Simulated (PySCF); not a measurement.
# GeHOH: triplet, from a linear start

Aim: relax GeHOH as a triplet from a linear start, check by its vibrations whether the end is a minimum, and collect its spectrum and constants.

Program: PySCF 2.14.0. Level of theory: PBE0, basis Ge def2-TZVP, H def2-TZVP, O def2-TZVP, no relativity, density fitting. These are calculated values, not measurements.

## Step 1: The starting structure

4 atoms, charge 0, spin multiplicity 3.

Bond lengths: Ge1–H2 1.530 Å, Ge1–O3 1.840 Å, O3–H4 0.960 Å. Angles: H2–Ge1–O3 180.0°, Ge1–O3–H4 130.0°.

```xyz
4
charge 0 multiplicity 3
Ge    0.0000    0.0000    0.0000
H     0.0000    0.0000    1.5300
O     0.0000    0.0000   -1.8400
H     0.7354    0.0000   -2.4571
```

## Step 2: The SCF at the typed geometry

One driver script runs all steps and calls PySCF; scf.py shows how it sets up the SCF of each step. The optimiser is the driver's own. After this first run the driver tries any further starts and a stability analysis.

File scf.py:

```python
from pyscf import gto, scf, dft
mol = gto.M(atom='''
Ge     0.000000     0.000000     0.000000
H      0.000000     0.000000     1.530000
O      0.000000     0.000000    -1.840000
H      0.735400     0.000000    -2.457100''',
    basis={'Ge': 'def2-TZVP', 'H': 'def2-TZVP', 'O': 'def2-TZVP'},
    charge=0, spin=2)
mf = dft.UKS(mol, xc='PBE0')
mf.grids.atom_grid = (50, 194)
aux = {'Ge': 'def2-universal-JKFIT', 'H': 'def2-universal-JKFIT', 'O': 'def2-universal-JKFIT'}
mf = mf.density_fit(auxbasis=aux)
mf.conv_tol = 1e-08
mf.diis_space = 10
mf.max_cycle = 60
mf.init_guess = 'minao'
mf.verbose = 4
mf.kernel()
```

Started as:

```sh
OMP_NUM_THREADS=4 python axn.py task.json out
```

The program printed:

```text
init E= -2152.4073106206
[... the frontier-level lines of each cycle are left out ...]
cycle= 1 E= -2152.84020723166  delta_E= -0.433  |g|= 0.707  |ddm|= 1.57
cycle= 2 E= -2151.50522046991  delta_E= 1.33  |g|= 1.79  |ddm|= 1.38
cycle= 3 E= -2152.96453918332  delta_E= -1.46  |g|= 0.263  |ddm|= 1.26
cycle= 4 E= -2152.9917177774  delta_E= -0.0272  |g|= 0.0838  |ddm|= 0.255
cycle= 5 E= -2152.99304275853  delta_E= -0.00132  |g|= 0.0203  |ddm|= 0.084
cycle= 6 E= -2152.99326449507  delta_E= -0.000222  |g|= 0.00505  |ddm|= 0.0226
cycle= 7 E= -2152.99327735136  delta_E= -1.29e-05  |g|= 0.000703  |ddm|= 0.00574
cycle= 8 E= -2152.99327781219  delta_E= -4.61e-07  |g|= 0.000226  |ddm|= 0.00164
cycle= 9 E= -2152.99327785602  delta_E= -4.38e-08  |g|= 6.49e-05  |ddm|= 0.000396
cycle= 10 E= -2152.99327786136  delta_E= -5.34e-09  |g|= 2.56e-05  |ddm|= 0.000169
Extra cycle  E= -2152.99327786171  delta_E= -3.45e-10  |g|= 3.42e-05  |ddm|= 8.6e-05
converged SCF energy = -2152.99327786171  <S^2> = 2.0081243  2S+1 = 3.0054113
```

This step, with its further starts and checks, needed 7.2 s of wall time on 4 threads of Arm Neoverse V1, shared host.

Energies from each starting density:

```
                      start   energy (Eh)
    the minimal-basis guess  -2152.993278
a thermally smeared density  -2152.993278
      a smeared PBE density  -2152.993278
```

No lower solution of this spin turned up from the other starts or in the test of internal stability.

## Step 3: Linear start, triplet: relaxation

The program finds Cs symmetry in the start, which this walk keeps. The walk stops when the largest gradient is under 0.0003 Eh/bohr and the energy has settled too.

scf.py, as its differences from that of step 2:

```diff
@@ -3,4 +3,4 @@
-Ge     0.000000     0.000000     0.000000
-H      0.000000     0.000000     1.530000
-O      0.000000     0.000000    -1.840000
-H      0.735400     0.000000    -2.457100''',
+Ge    -0.008062     0.000000     0.330299
+H     -0.008062     0.000000     1.860299
+O     -0.008062     0.000000    -1.509701
+H      0.727338     0.000000    -2.126801''',
@@ -16 +15,0 @@
-mf.init_guess = 'minao'
```

Energy and gradient, step by step:

```
step   energy (Eh)  change (kJ/mol)  largest symmetric gradient (Eh/bohr)
   0  -2152.993278             0.00                               0.04766
   1  -2153.000776           -19.69                               0.02463
   2  -2153.004341           -29.05                               0.00855
   3  -2153.005144           -31.16                               0.00315
   4  -2153.005322           -31.62                               0.00155
   5  -2153.005332           -31.65                               0.00092
   6  -2153.005333           -31.65                               0.00013
```

The walk took 7.5 s.

Geometry (Å) and forces (eV/Å) at some steps:

```
step 0
Ge  -0.008   0.000   0.330   0.571   0.000  -2.451
H   -0.008   0.000   1.860  -0.150   0.000   2.187
O   -0.008   0.000  -1.510  -0.950   0.000  -0.035
H    0.727   0.000  -2.127   0.528   0.000   0.299
step 1
Ge   0.021   0.000   0.291   0.197   0.000  -1.266
H   -0.016   0.000   1.910  -0.012   0.000   1.076
O   -0.046   0.000  -1.542  -0.166   0.000  -0.300
H    0.744   0.000  -2.105  -0.019   0.000   0.491
step 3
Ge   0.009   0.000   0.214  -0.098   0.000  -0.129
H    0.011   0.000   1.977   0.057   0.000   0.144
O   -0.093   0.000  -1.605   0.162   0.000  -0.110
H    0.776   0.000  -2.031  -0.121   0.000   0.094
step 6
Ge  -0.017   0.000   0.196   0.002   0.000  -0.005
H    0.029   0.000   1.998  -0.004   0.000   0.004
O   -0.095   0.000  -1.623   0.007   0.000   0.005
H    0.786   0.000  -2.016  -0.005   0.000  -0.004
```

End point (Cs, 6 steps, 31.7 kJ/mol gained): Ge–H 1.802 Å, Ge–O 1.820 Å, O–H 0.965 Å; Ge–O–H 111.6°, H–Ge–O 179.0°.

## Step 4: Hessian and properties

The point is checked on the finer grid, and tightened if its gradient asks for it. The Hessian and the dipole derivatives come from central differences of analytic gradients, with steps of 0.02 bohr.

scf.py, as its differences from that of step 3:

```diff
@@ -3,4 +3,4 @@
-Ge    -0.008062     0.000000     0.330299
-H     -0.008062     0.000000     1.860299
-O     -0.008062     0.000000    -1.509701
-H      0.727338     0.000000    -2.126801''',
+Ge     0.006755     0.000000     0.321384
+H      0.048110     0.000000     2.124758
+O     -0.073295     0.000000    -1.496730
+H      0.805617     0.000000    -1.894666''',
@@ -10 +10 @@
-mf.grids.atom_grid = (50, 194)
+mf.grids.atom_grid = (75, 302)
@@ -13 +13 @@
-mf.conv_tol = 1e-08
+mf.conv_tol = 1e-10
```

This SCF starts from the last density.

SCF at the final geometry:

```text
init E= -2153.00526866574
[... the frontier-level lines of each cycle are left out ...]
cycle= 1 E= -2153.00526866573  delta_E= 6.37e-12  |g|= 1.83e-06  |ddm|= 1.97e-06
Extra cycle  E= -2153.00526866574  delta_E= -7.28e-12  |g|= 2.74e-06  |ddm|= 2.78e-06
converged SCF energy = -2153.00526866574  <S^2> = 2.0108826  2S+1 = 3.0072463
```

The whole step took 40 s.

Geometry: Cs; Ge–H 1.804 Å, Ge–O 1.820 Å, O–H 0.965 Å; Ge–O–H 111.8°, H–Ge–O 178.8°.

Modes, for the most abundant isotopes:

```csv
symmetry,ω (cm⁻¹),IR (km/mol),μ (u)
a'',744i,25.3,1.11
a',514,35.7,1.08
a',588,131,10.17
a',831,62.4,1.09
a',921,4.0,1.06
a',3821,69.5,1.07
```

1 mode is imaginary, the largest at 744i cm⁻¹: a saddle point, not a minimum.

Properties at this point:

```
Dipole moment                                                   : 1.34 D
Highest occupied level                                          : -5.25 eV
Lowest empty level                                              : -2.87 eV
Rotational constants                                            : 22.76, 0.3265, 0.3218 cm⁻¹
Zero-point energy (real modes)                                  : 39.9 kJ/mol
Principal polarisabilities                                      : 30.9, 32.2, 58.9 bohr³
Atomisation energy without zero-point energy                    : 865 kJ/mol
Principal traceless quadrupole moments about the centre of mass : -6.67, 3.26, 3.40 D Å
Spin squared ⟨S²⟩                                               : 2.011
```

Charges (e) and bond orders:

```
atom  Mulliken  Löwdin  polar tensor  spin (Mulliken)  Mayer order to Ge1
 Ge1      0.20    0.18          0.45             1.26                   –
  H2      0.01   -0.04         -0.06             0.61                0.50
  O3     -0.52   -0.29         -0.65             0.12                1.01
  H4      0.31    0.14          0.25             0.02                0.03
```

Mulliken populations on Ge1: s 7.82, p 13.76, d 10.18, f 0.03.

## Step 5: Following the imaginary mode

The start is the last point, displaced along its most imaginary mode.

The program finds C1 symmetry in the start.

scf.py, as its differences from that of step 4:

```diff
@@ -3,4 +3,4 @@
-Ge     0.006755     0.000000     0.321384
-H      0.048110     0.000000     2.124758
-O     -0.073295     0.000000    -1.496730
-H      0.805617     0.000000    -1.894666''',
+Ge     0.004717     0.003244     0.320852
+H      0.046072    -0.120000     2.124226
+O     -0.075333    -0.007109    -1.497262
+H      0.803579    -0.005093    -1.895198''',
@@ -10 +10 @@
-mf.grids.atom_grid = (75, 302)
+mf.grids.atom_grid = (50, 194)
@@ -13 +13 @@
-mf.conv_tol = 1e-10
+mf.conv_tol = 1e-08
```

The optimiser's trace:

```
step   energy (Eh)  change (kJ/mol)  largest gradient (Eh/bohr)
   0  -2153.005910             0.00                     0.00880
   1  -2153.010423           -11.85                     0.01901
   2  -2153.021165           -40.05                     0.02665
   3  -2153.028200           -58.52                     0.03183
   4  -2153.038100           -84.51                     0.02594
   5  -2153.039268           -87.58                     0.03937
   6  -2153.045514          -103.98                     0.00810
   7  -2153.045905          -105.01                     0.00240
   8  -2153.045943          -105.11                     0.00182
   9  -2153.045951          -105.13                     0.00049
  10  -2153.045959          -105.15                     0.00055
  11  -2153.045965          -105.16                     0.00071
  12  -2153.045967          -105.17                     0.00029
```

The walk took 15 s.

End point (C1, 12 steps, 105.2 kJ/mol gained): Ge–H 1.563 Å, Ge–O 1.789 Å, O–H 0.962 Å; Ge–O–H 111.8°, H–Ge–O 114.8°.

## Step 6: Hessian and properties

As before: finer grid, then central differences.

scf.py, as its differences from that of step 5:

```diff
@@ -3,4 +3,4 @@
-Ge     0.004717     0.003244     0.320852
-H      0.046072    -0.120000     2.124226
-O     -0.075333    -0.007109    -1.497262
-H      0.803579    -0.005093    -1.895198''',
+Ge    -0.019016     0.156644     0.287311
+H      0.205045    -0.799593     1.503150
+O      0.022035    -0.641354    -1.312440
+H      0.863441    -0.506387    -1.757616''',
@@ -10 +10 @@
-mf.grids.atom_grid = (50, 194)
+mf.grids.atom_grid = (75, 302)
@@ -13 +13 @@
-mf.conv_tol = 1e-08
+mf.conv_tol = 1e-10
```

SCF at the final geometry:

```text
init E= -2153.04591722912
[... the frontier-level lines of each cycle are left out ...]
cycle= 1 E= -2153.04591722912  delta_E= 9.09e-13  |g|= 2.58e-06  |ddm|= 3.34e-06
Extra cycle  E= -2153.04591722912  delta_E= -9.09e-13  |g|= 4.32e-06  |ddm|= 3.79e-06
converged SCF energy = -2153.04591722912  <S^2> = 2.0040391  2S+1 = 3.0026915
```

The whole step needed 39 s of wall time on 4 threads of Arm Neoverse V1, shared host.

Geometry: C1; Ge–H 1.563 Å, Ge–O 1.788 Å, O–H 0.961 Å; Ge–O–H 111.8°, H–Ge–O 114.8°.

Harmonic modes (main isotopes):

```json
{"symmetry": "a", "ω (cm⁻¹)": "352", "IR (km/mol)": "79.5", "μ (u)": "1.08"}
{"symmetry": "a", "ω (cm⁻¹)": "574", "IR (km/mol)": "6.2", "μ (u)": "1.07"}
{"symmetry": "a", "ω (cm⁻¹)": "686", "IR (km/mol)": "81.0", "μ (u)": "15.08"}
{"symmetry": "a", "ω (cm⁻¹)": "884", "IR (km/mol)": "70.4", "μ (u)": "1.07"}
{"symmetry": "a", "ω (cm⁻¹)": "1932", "IR (km/mol)": "38.2", "μ (u)": "1.02"}
{"symmetry": "a", "ω (cm⁻¹)": "3870", "IR (km/mol)": "109", "μ (u)": "1.07"}
```

Every mode is real; the point is a minimum.

Properties at this point:

* Dipole moment: 1.39 D
* Highest occupied level: -5.12 eV
* Lowest empty level: -3.73 eV
* Rotational constants: 6.285, 0.3573, 0.3478 cm⁻¹
* Zero-point energy: 49.6 kJ/mol
* Principal polarisabilities: 32.9, 34.1, 42.5 bohr³
* Atomisation energy without zero-point energy: 971 kJ/mol
* Principal traceless quadrupole moments about the centre of mass: -4.92, 0.09, 4.82 D Å
* Entropy at 298.15 K and 1 bar (electronic part: spin only): 268.1 J/(mol K)
* Heat capacity Cp at 298.15 K: 50.2 J/(mol K)
* Enthalpy at 298.15 K above 0 K: 11.78 kJ/mol
* Rotational symmetry number: 1
* Spin squared ⟨S²⟩: 2.004

Populations by atom (charges in e):

| atom | Mulliken | Löwdin | polar tensor | spin (Mulliken) | Mayer order to Ge1 |
| --- | --- | --- | --- | --- | --- |
| Ge1 | 0.12 | 0.13 | 0.47 | 1.63 | – |
| H2 | 0.07 | -0.03 | -0.09 | 0.23 | 0.88 |
| O3 | -0.52 | -0.26 | -0.66 | 0.14 | 1.07 |
| H4 | 0.33 | 0.16 | 0.28 | 0.00 | 0.02 |

Mulliken populations on Ge1: s 7.54, p 14.14, d 10.16, f 0.03.

## Step 7: The points found, side by side

| spin | group | bonds | imaginary modes (cm⁻¹) | ΔE (kJ/mol) | with zero-point energy |
| --- | --- | --- | --- | --- | --- |
| triplet | C1 | Ge–H 1.563 Å, Ge–O 1.788 Å, O–H 0.961 Å | none | 0.0 | 0.0 |
| triplet | Cs | Ge–H 1.804 Å, Ge–O 1.820 Å, O–H 0.965 Å | 744i | 106.7 | – |

## Step 8: Summary of results

| quantity | value |
| --- | --- |
| minimum | triplet, C1 |
| geometry | Ge–H 1.563 Å, Ge–O 1.788 Å, O–H 0.961 Å; Ge–O–H 111.8°, H–Ge–O 114.8° |
| wavenumbers (cm⁻¹) | 352 (a), 574 (a), 686 (a), 884 (a), 1932 (a), 3870 (a) |
| dipole moment | 1.39 D |
| highest occupied, lowest empty level (either spin) | -5.12, -3.73 eV |
| polar-tensor charge of Ge1 | +0.47 e |
| zero-point energy | 49.6 kJ/mol |
| entropy at 298.15 K | 268.1 J/(mol K) |
| atomisation energy (no zero-point energy) | 971 kJ/mol |
| ⟨S²⟩ | 2.004 |

**Reading.** The linear start ends in a minimum without symmetry. In the infrared the band at 3870 cm⁻¹ (a) leads. Most of the spin sits on Ge1 (Mulliken spin 1.63, against 2 for the whole molecule). Other starts or spin states, not run here, may lie lower.

The search up to here took 1.8 min.
